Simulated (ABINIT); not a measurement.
# CuCl3 (Pm-3m) in ABINIT: single point with LDA

Aim: the single point of CuCl3 with LDA.

Program: ABINIT 10.8.3 (patched build). These are calculated values, not measurements. Logs are shortened: lines on timing, memory, paths and dates and some standing lists are left out, and cuts for length are marked. The log counts tension as positive stress, the text compression.

**1. Starting point**

Symmetry: Pm-3m, No. 221, cubic system. Conventional cell: a = 4.731 Å, b = 4.731 Å, c = 4.731 Å, α = 90.00°, β = 90.00°, γ = 90.00°. Cu (site symmetry m-3m) is surrounded by 6 Cl at 2.37 Å. Around Cl (site symmetry 4/mmm) lie 2 Cu at 2.37 Å.

The cell comes from a database or a generator and needn't be the stable form of this composition.

**2. Single point, LDA**

Contents of run.abi:

```
# Pseudopotentials
pp_dirpath "./"
pseudos "Cu.upf, Cl.upf"

# Structure
acell 4.73112673 4.73112673 4.73112673 Angstrom
rprim
     1.0000000000     0.0000000000     0.0000000000
     0.0000000000     1.0000000000     0.0000000000
     0.0000000000     0.0000000000     1.0000000000
ntypat 2
znucl 29 17
natom 4
typat 1 2 2 2
xred
     0.0000000000     0.0000000000     0.0000000000
     0.5000000000     0.0000000000     0.0000000000
     0.0000000000     0.0000000000     0.5000000000
     0.0000000000     0.5000000000     0.0000000000

# Plane-wave basis
ecut 46.0

# k points
kptopt 1
ngkpt 4 4 4
nshiftk 1
shiftk 0.0 0.0 0.0

# Exchange and correlation
ixc 7

# Bands and occupations
nband 24
occopt 3
tsmear 0.05 eV

# SCF cycle
nstep 100
tolvrs 1.0e-10

# Output
iomode 3
prtwf 0
prteig 0
prtebands 0
enunit 2
prtden 1
prtvha 1
prtvclmb 1
prtpot 1
prtelf 1
```

Potentials or basis: PseudoDojo NC SR LDA v0.4.1 standard.

Launch:

```sh
> abinit run.abi > log 2>&1
```

run.abo:

```text
.Version 10.8.3 of ABINIT
 Symmetries : space group Pm -3 m (#221); Bravais cP (primitive cubic)
================================================================================
 Values of the parameters that define the memory need of the present run
     intxc =       0    ionmov =       0      iscf =       7    lmnmax =       6
     lnmax =       6     mgfft =      60  mpssoang =       3    mqgrid =    3001
     natom =       4  nloc_mem =       1    nspden =       1   nspinor =       1
    nsppol =       1      nsym =      48    n1xccc =    2501    ntypat =       2
    occopt =       3   xclevel =       1
       mpw =       10667          nfft =      216000          nkpt =          10
================================================================================
================================================================================

--------------------------------------------------------------------------------
------------- Echo of variables that govern the present computation ------------
--------------------------------------------------------------------------------
 -outvars: echo values of preprocessed input variables --------
            acell      8.9405337867E+00  8.9405337867E+00  8.9405337867E+00 Bohr
              amu      6.35460000E+01  3.54527000E+01
             ecut      4.60000000E+01 Hartree
           enunit           2
              ixc           7
         kptrlatt        4    0    0      0    4    0      0    0    4
          kptrlen      3.57621351E+01
            natom           4
            nband          24
            ngfft          60      60      60
             nkpt          10
            nstep         100
             nsym          48
           ntypat           2
           occopt           3
        prtebands           0
           prteig           0
           prtelf           1
           prtpot           1
         prtvclmb           1
           prtvha           1
            prtwf           0
          spgroup         221
           tolvrs      1.00000000E-10
           tsmear      1.83746611E-03 Hartree
            typat      1  2  2  2
           xangst      0.0000000000E+00  0.0000000000E+00  0.0000000000E+00
                       2.3655633650E+00  0.0000000000E+00  0.0000000000E+00
                       0.0000000000E+00  0.0000000000E+00  2.3655633650E+00
                       0.0000000000E+00  2.3655633650E+00  0.0000000000E+00
            xcart      0.0000000000E+00  0.0000000000E+00  0.0000000000E+00
[... 156 lines left out ...]

 cartesian coordinates (angstrom) at end:
    1      0.00000000000000     0.00000000000000     0.00000000000000
    2      2.36556336500000     0.00000000000000     0.00000000000000
    3      0.00000000000000     0.00000000000000     2.36556336500000
    4      0.00000000000000     2.36556336500000     0.00000000000000

 cartesian forces (hartree/bohr) at end:
    1     -0.00000000000000    -0.00000000000000    -0.00000000000000
    2     -0.00000000000000    -0.00000000000000    -0.00000000000000
    3     -0.00000000000000    -0.00000000000000    -0.00000000000000
    4     -0.00000000000000    -0.00000000000000    -0.00000000000000
 frms,max,avg= 0.0000000E+00 0.0000000E+00   0.000E+00  0.000E+00  0.000E+00 h/b

 cartesian forces (eV/Angstrom) at end:
    1     -0.00000000000000    -0.00000000000000    -0.00000000000000
    2     -0.00000000000000    -0.00000000000000    -0.00000000000000
    3     -0.00000000000000    -0.00000000000000    -0.00000000000000
    4     -0.00000000000000    -0.00000000000000    -0.00000000000000
 frms,max,avg= 0.0000000E+00 0.0000000E+00   0.000E+00  0.000E+00  0.000E+00 e/A
 length scales=  8.940533786662  8.940533786662  8.940533786662 bohr
              =  4.731126730000  4.731126730000  4.731126730000 angstroms
 Fermi (or HOMO) energy (hartree) =  -0.02476   Average Vxc (hartree)=  -0.31592
 Eigenvalues (hartree) for nkpt=  10  k points:
 kpt#   1, nband= 24, wtk=  0.01563, kpt=  0.0000  0.0000  0.0000 (reduced coord)
  -4.12545   -2.57592   -2.57592   -2.57592   -0.55678   -0.51197   -0.51197   -0.16330
  -0.16330   -0.16330   -0.11074   -0.11074   -0.11074   -0.10660   -0.10660   -0.05430
  -0.05430   -0.05430   -0.04577   -0.04577   -0.04577    0.08030    0.20812    0.32587
      occupation numbers for kpt#   1
   2.00000    2.00000    2.00000    2.00000    2.00000    2.00000    2.00000    2.00000
   2.00000    2.00000    2.00000    2.00000    2.00000    2.00000    2.00000    2.00000
   2.00000    2.00000    1.99998    1.99998    1.99998    0.00000    0.00000    0.00000
 prteigrs : prtvol=0 or 1, do not print more k-points.

 Fermi (or HOMO) energy (eV) =  -0.67368   Average Vxc (eV)=  -8.59665
 Eigenvalues (   eV  ) for nkpt=  10  k points:
 kpt#   1, nband= 24, wtk=  0.01563, kpt=  0.0000  0.0000  0.0000 (reduced coord)
-112.25911  -70.09444  -70.09444  -70.09444  -15.15076  -13.93149  -13.93149   -4.44373
  -4.44373   -4.44373   -3.01327   -3.01327   -3.01327   -2.90078   -2.90078   -1.47765
  -1.47765   -1.47765   -1.24548   -1.24548   -1.24548    2.18514    5.66323    8.86725
 prteigrs : prtvol=0 or 1, do not print more k-points.

--- !EnergyTerms
iteration_state     : {dtset: 1, }
comment             : Components of total free energy in Hartree
kinetic             :  1.03385630855931E+02
hartree             :  1.16661928242803E+02
xc                  : -3.62211688066069E+01
Ewald energy        : -9.44665312775974E+01
psp_core            :  2.70978429610908E+00
local_psp           : -3.03850050369331E+02
non_local_psp       : -2.68927176019521E+01
internal            : -2.38673124660644E+02
'-kT*entropy'       : -1.88299102854131E-03
total_energy        : -2.38675007651673E+02
total_energy_eV     : -6.49467782047214E+03
band_energy         : -2.95519448861254E+01
...

 Cartesian components of stress tensor (hartree/bohr^3)
  sigma(1 1)=  1.66445089E-04  sigma(3 2)=  0.00000000E+00
  sigma(2 2)=  1.66445089E-04  sigma(3 1)=  0.00000000E+00
  sigma(3 3)=  1.66445089E-04  sigma(2 1)=  0.00000000E+00

-Cartesian components of stress tensor (GPa)         [Pressure= -4.8970E+00 GPa]
- sigma(1 1)=  4.89698358E+00  sigma(3 2)=  0.00000000E+00
- sigma(2 2)=  4.89698358E+00  sigma(3 1)=  0.00000000E+00
- sigma(3 3)=  4.89698358E+00  sigma(2 1)=  0.00000000E+00

== END DATASET(S) ==============================================================
================================================================================

 -outvars: echo values of variables after computation  --------
            acell      8.9405337867E+00  8.9405337867E+00  8.9405337867E+00 Bohr
           etotal     -2.3867500765E+02
            fcart     -0.0000000000E+00 -0.0000000000E+00 -0.0000000000E+00
                      -0.0000000000E+00 -0.0000000000E+00 -0.0000000000E+00
                      -0.0000000000E+00 -0.0000000000E+00 -0.0000000000E+00
                      -0.0000000000E+00 -0.0000000000E+00 -0.0000000000E+00
           strten      1.6644508896E-04  1.6644508896E-04  1.6644508896E-04
                       0.0000000000E+00  0.0000000000E+00  0.0000000000E+00
           xangst      0.0000000000E+00  0.0000000000E+00  0.0000000000E+00
                       2.3655633650E+00  0.0000000000E+00  0.0000000000E+00
                       0.0000000000E+00  0.0000000000E+00  2.3655633650E+00
                       0.0000000000E+00  2.3655633650E+00  0.0000000000E+00
             xred      0.0000000000E+00  0.0000000000E+00  0.0000000000E+00
                       5.0000000000E-01  0.0000000000E+00  0.0000000000E+00
                       0.0000000000E+00  0.0000000000E+00  5.0000000000E-01
                       0.0000000000E+00  5.0000000000E-01  0.0000000000E+00
 Calculation completed.
```

Wall time 100 s (1 thread of Intel Xeon 6975P-C (Granite Rapids), shared host); peak memory 0.13 GiB.

Results:

```
Free energy                                           : -6494.6778 eV
Pressure                                              : -4.9 GPa
Band gap on the k mesh                                : none (metal or under the smearing width)
Valence electrons inside the program's atomic spheres : Cu 17.20; Cl 4.96
```

Caveat: the run has no spin polarisation, though such a crystal can be magnetic; semilocal functionals often make such compounds metallic where correlation or magnetic order opens a gap, which also shifts bond lengths. With open d or f shells a metallic result of LDA can be an artefact of self-interaction; +U or a hybrid may open a gap.
